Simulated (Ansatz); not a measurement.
# Cd4Se3S: the cost of one run

Method: DFT PBE, scalar-relativistic, plane waves, PAW, in Ansatz 0.2.0.

1 further run of the same task is left out (it didn't finish). Runs told in other sessions of the task aren't counted.

## Step 1: Starting point

The structure is tetragonal, space group I-42m (No. 121). Conventional cell: a = 6.129 Å, b = 6.129 Å, c = 12.251 Å, α = 90.00°, β = 90.00°, γ = 90.00°. Around Cd (site symmetry m) lie 1 S at 2.58 Å and 3 Se at 2.68 to 2.69 Å. Se (site symmetry -42m) is surrounded by 4 Cd at 2.69 Å. Se (site symmetry -4) has 4 Cd at 2.68 Å in its first shell of neighbours. Around S (site symmetry -42m) lie 4 Cd at 2.58 Å.

Coordinates:

```
Cd Se S
1.0
    -3.06429    3.06429    6.12526
     3.06429   -3.06429    6.12526
     3.06429    3.06429   -6.12526
Cd Se S
4 3 1
Direct
  0.12061 0.12061 0.48522
  0.87939 0.36461 0.00000
  0.63539 0.63539 0.51478
  0.36461 0.87939 0.00000
  0.50000 0.50000 0.00000
  0.25000 0.75000 0.50000
  0.75000 0.25000 0.50000
  0.00000 0.00000 0.00000
```

It is the end of an earlier relaxation with the same method, from a generated guess; it needn't be the stable form of this composition. At a tolerance of 0.02 Å it has space group I-42m (No. 121); it has 28.76 Å³/atom, an uncorrected energy of -0.64 eV/atom over the elements.

## Step 2: Bands, states and charges

File input.yaml:

```yaml
crystal:
  lattice:
    - [-3.0642918, 3.0642918, 6.1252556]
    - [3.0642918, -3.0642918, 6.1252556]
    - [3.0642918, 3.0642918, -6.1252556]
  atoms:
    - { symbol: Cd, position: [0.120613, 0.120613, 0.485221] }
    - { symbol: Cd, position: [0.879387, 0.364608, 0.0] }
    - { symbol: Cd, position: [0.635392, 0.635392, 0.514779] }
    - { symbol: Cd, position: [0.364608, 0.879387, 0.0] }
    - { symbol: Se, position: [0.5, 0.5, 0.0] }
    - { symbol: Se, position: [0.25, 0.75, 0.5] }
    - { symbol: Se, position: [0.75, 0.25, 0.5] }
    - { symbol: S, position: [0.0, 0.0, 0.0] }
basis:
  ecutwfc: 420
kpoints:
  mp_grid: { grid: [6, 6, 6] }
  band_path:
    path:
      - [[0.0, 0.0, 0.0], [0.0, 0.0, 0.5], [0.25, 0.25, 0.25], [0.0, 0.5, 0.0], [0.0, 0.0, 0.0], [0.5, 0.5, -0.5], [0.31256793, 0.68743207, -0.31256793]]
      - [[-0.31256793, 0.31256793, 0.31256793], [0.0, 0.0, 0.0]]
      - [[0.0, 0.0, 0.5], [-0.12513587, 0.12513587, 0.5]]
      - [[0.5, 0.5, -0.12513587], [0.5, 0.5, -0.5]]
    npoints: 14
hamiltonian:
  xc: pbe
scf:
  occupations: { method: gaussian, width: 0.02 }
  n_extra_bands: 20
output:
  forces: true
  stress: true
  eigenvalues: true
  populations: true
  dos: { projected: true, de: 0.02, nscf_kmesh: { grid: [9, 9, 9] } }
  bader: true
  write_density: true
  write_potential: true
  elf: true
  volumetric_format: npy
```

The run is started by

```sh
$ ansatz run input.yaml --threads 4 --pin off --max-ram 8192MiB --backend cpu --events-out ev --progress --plain --runs-dir out
```

What time and memory should one allow on 4 threads of Arm Neoverse V2, shared host?

About 2.2 min, with a peak of 1.8 GiB.
